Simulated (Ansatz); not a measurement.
What does this script print? It uses Ansatz 0.2.0 through its Python package.

Script `dfpt.py`:
```python
# -*- coding: utf-8 -*-
"""DFPT phonons of BN."""

from pathlib import Path
import warnings

import ansatz as az
from ase import Atoms
import numpy as np

warnings.simplefilter("ignore", az.DeckWarning)

atoms = Atoms(
    ["B", "N"],
    scaled_positions=[
        [0.0, 0.0, 0.0],
        [0.25, 0.25, 0.25],
    ],
    cell=[
        [0.0, 1.8075, 1.8075],
        [1.8075, 0.0, 1.8075],
        [1.8075, 1.8075, 0.0],
    ],
    pbc=True,
)
bn = az.Crystal.from_ase(atoms)

base = (
    bn.calculation()
    .functional("PBE")
    .basis(510)
    .occupations(az.OccupationsMethod.FIXED)
    .kpoints(8, 8, 8)
    .phonons("dfpt", points=[(0, 0, 0), (0, 0, 0.5)])
)
out = base.run(threads=1, runs_dir="runs")
ph = out.phonons

for q in ph.qpoints:
    print("q =", np.round(q.q_frac, 3), "1/cm:", " ".join(f"{w:.1f}" for w in q.omega_inv_cm))
```

```console
$ python dfpt.py
q = [0. 0. 0.] 1/cm: -0.0 -0.0 0.0 1037.4 1037.4 1037.4
q = [0.  0.  0.5] 1/cm: 483.6 483.6 965.2 977.5 977.5 1128.7
```

Caveats:
- The cell isn't relaxed first, so the values belong to this volume.
- No non-analytic term is added, so at the zone centre the longitudinal optical modes of a polar crystal aren't split off.
- The starting cell is as deposited in a crystallographic database; the results hold for this polymorph, which needn't be the stable one.
- The structure is taken as given; imaginary modes can come from an unrelaxed or unstable start.
- The whole script took 5.6 s on 1 thread of Arm Neoverse V1 (shared host), peak memory 0.44 GiB.
